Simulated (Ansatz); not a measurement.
Here is an Ansatz input file for CH9BGeSi, SMILES B[CH]([SiH3])[GeH3]. Write the same calculation for the Python package.

```yaml
crystal:
  periodic: [false, false, false]
  atoms:
    - { symbol: B, position_ang: [-1.0916, 1.1832, -0.4551] }
    - { symbol: C, position_ang: [-0.4114, 0.1085, 0.3943] }
    - { symbol: Si, position_ang: [1.3167, 0.6415, 0.7316] }
    - { symbol: Ge, position_ang: [-0.3153, -1.5713, -0.5694] }
    - { symbol: H, position_ang: [-1.5728, 0.9779, -1.5565] }
    - { symbol: H, position_ang: [-1.2722, 2.3329, -0.0289] }
    - { symbol: H, position_ang: [-0.9204, -0.0195, 1.3592] }
    - { symbol: H, position_ang: [2.0558, -0.3741, 1.5468] }
    - { symbol: H, position_ang: [1.3469, 1.9274, 1.5281] }
    - { symbol: H, position_ang: [2.0774, 0.8145, -0.4985] }
    - { symbol: H, position_ang: [0.3596, -1.4064, -1.8848] }
    - { symbol: H, position_ang: [-1.8267, -2.0213, -0.8326] }
    - { symbol: H, position_ang: [0.2745, -2.6281, 0.2807] }
basis:
  gaussian: { orbitals: "6-31G*" }
hamiltonian:
  xc: b3lyp
  dispersion: d3bj
output:
  forces: true
```

On the command line:
```console
$ ansatz run input.yaml --threads 1 --pin off --max-ram 4096MiB --backend cpu --events-out ev --progress --plain --runs-dir out
Engine: ansatz 0.2.0, aarch64-unknown-linux-gnu
Functional definition: B3LYP
  parameter a0 = 0.2
  parameter ax = 0.72
  parameter ac = 0.81
  exchange = (1 - a0 - ax)*slater_x + ax*b88_x + a0*exact_x
  correlation = (1 - ac)*vwn_rpa_c + ac*lyp_c
1048 factors; integrals over basis functions are off by at most 9.2e-4 eV
mean field evaluation 1: about -66243.7909 eV, gradient 4.6e1 eV
mean field evaluation 2: about -66239.2379 eV, gradient 6.0e1 eV
mean field evaluation 4: about -66248.5126 eV, gradient 1.4e0 eV
mean field evaluation 8: about -66248.6517 eV, gradient 6.5e-2 eV
mean field evaluation 16: about -66248.6517 eV, gradient 2.2e-5 eV
mean field -66248.65169200 eV, -2434.5930447322 hartree, gradient 2.2e-5 eV, S^2 0.000000; 0 other end points of the search recorded, 0 dependent functions left out
the calculation of the forces begins
reference -66248.65198145 eV, -2434.5930553690 hartree; 33, 33 occupied and 69, 69 virtual orbitals, 1048 factors
Total energy: -66249.21455075 eV, -2434.6137294097 hartree
Atom 0 at    -1.091600     1.183200    -0.455100 Å, force    -1.203127     1.311289    -0.236654 eV/Å
Atom 1 at    -0.411400     0.108500     0.394300 Å, force    -0.170958    -0.212888    -0.225919 eV/Å
Atom 2 at     1.316700     0.641500     0.731600 Å, force     0.825700     0.638316     1.439368 eV/Å
Atom 3 at    -0.315300    -1.571300    -0.569400 Å, force    -2.285455    -0.313897     0.023295 eV/Å
Atom 4 at    -1.572800     0.977900    -1.556500 Å, force     0.487419     0.013039     0.275365 eV/Å
Atom 5 at    -1.272200     2.332900    -0.028900 Å, force     0.191493    -0.778935    -0.166823 eV/Å
Atom 6 at    -0.920400    -0.019500     1.359200 Å, force     0.119568     0.133297     0.049310 eV/Å
Atom 7 at     2.055800    -0.374100     1.546800 Å, force    -0.139953     0.013929    -0.109385 eV/Å
Atom 8 at     1.346900     1.927400     1.528100 Å, force     0.020160    -0.291544    -0.291468 eV/Å
Atom 9 at     2.077400     0.814500    -0.498500 Å, force     0.207492     0.128594    -0.559351 eV/Å
Atom 10 at     0.359600    -1.406400    -1.884800 Å, force     0.555321     0.122221    -0.794426 eV/Å
Atom 11 at    -1.826700    -2.021300    -0.832600 Å, force     0.692323     0.162281     0.001621 eV/Å
Atom 12 at     0.274500    -2.628100     0.280700 Å, force     0.700016    -0.925702     0.595070 eV/Å
Dipole moment:     0.004768    -0.057678     0.098767 e Å
```

`run_energy.py`:
```python
# -*- coding: utf-8 -*-
"""Single point of CH9BGeSi in a Gaussian basis."""

import logging
import sys

import ansatz as az
import numpy as np

logging.basicConfig(stream=sys.stdout, format="%(levelname)s %(message)s")
log = logging.getLogger("calc")
log.setLevel(logging.INFO)

system = (
    az.Crystal.molecule()
    .atom("B", (-1.0916, 1.1832, -0.4551))
    .atom("C", (-0.4114, 0.1085, 0.3943))
    .atom("Si", (1.3167, 0.6415, 0.7316))
    .atom("Ge", (-0.3153, -1.5713, -0.5694))
    .atom("H", (-1.5728, 0.9779, -1.5565))
    .atom("H", (-1.2722, 2.3329, -0.0289))
    .atom("H", (-0.9204, -0.0195, 1.3592))
    .atom("H", (2.0558, -0.3741, 1.5468))
    .atom("H", (1.3469, 1.9274, 1.5281))
    .atom("H", (2.0774, 0.8145, -0.4985))
    .atom("H", (0.3596, -1.4064, -1.8848))
    .atom("H", (-1.8267, -2.0213, -0.8326))
    .atom("H", (0.2745, -2.6281, 0.2807))
)

setup = system.calculation().basis(gaussian="6-31G*").functional("B3LYP", dispersion="d3bj").forces()
try:
    summary = setup.run(threads=1).report
except az.AnsatzError as error:
    sys.exit(f"{type(error).__name__}: {error}")

log.info(f"E = {summary['free_energy_ev']:.6f} eV = {summary['free_energy_ev'] / 27.211386246:.7f} Ha")
print("converged:", summary["converged"], " doubts:", summary["published_state_doubts"] or "none")

symbols = [site.symbol for site in system.cartesian_sites]
forces = np.array(summary["forces_ev_ang"])
print("largest force", round(float(np.linalg.norm(forces, axis=1).max()), 4), "eV/A, rms", round(float(np.sqrt((forces ** 2).mean())), 4))

charges = summary["charge_distribution"]
print("dipole moment", round(4.803205 * float(np.linalg.norm(charges["dipole_moment_e_ang"])), 3), "D")
print("Mulliken:", [(s, round(q, 3)) for s, q in zip(symbols, charges["mulliken_charges_e"])])
```

```console
$ python run_energy.py
INFO E = -66249.214551 eV = -2434.6137294 Ha
converged: True  doubts: none
largest force 2.307 eV/A, rms 0.6522
dipole moment 0.55 D
Mulliken: [('B', 0.138), ('C', -0.482), ('Si', 0.344), ('Ge', -0.075), ('H', -0.011), ('H', -0.03), ('H', 0.201), ('H', -0.066), ('H', -0.066), ('H', -0.057), ('H', 0.057), ('H', 0.003), ('H', 0.044)]
```

Reading the output:
- Total energies depend on the basis set; only differences at equal settings carry meaning.
- The geometry is a force-field or estimated start, not a minimum of this method, and the basis set is short of its limit.
- b3lyp holds the VWN-RPA fit, as in Gaussian; the form of ORCA and Turbomole is b3lyp5.
- It ran for 7.5 s on 1 thread of Arm Neoverse V1, on a shared host, peak memory 0.3 GiB.

(Lines on the test bed's own set-up are left out of the output.)
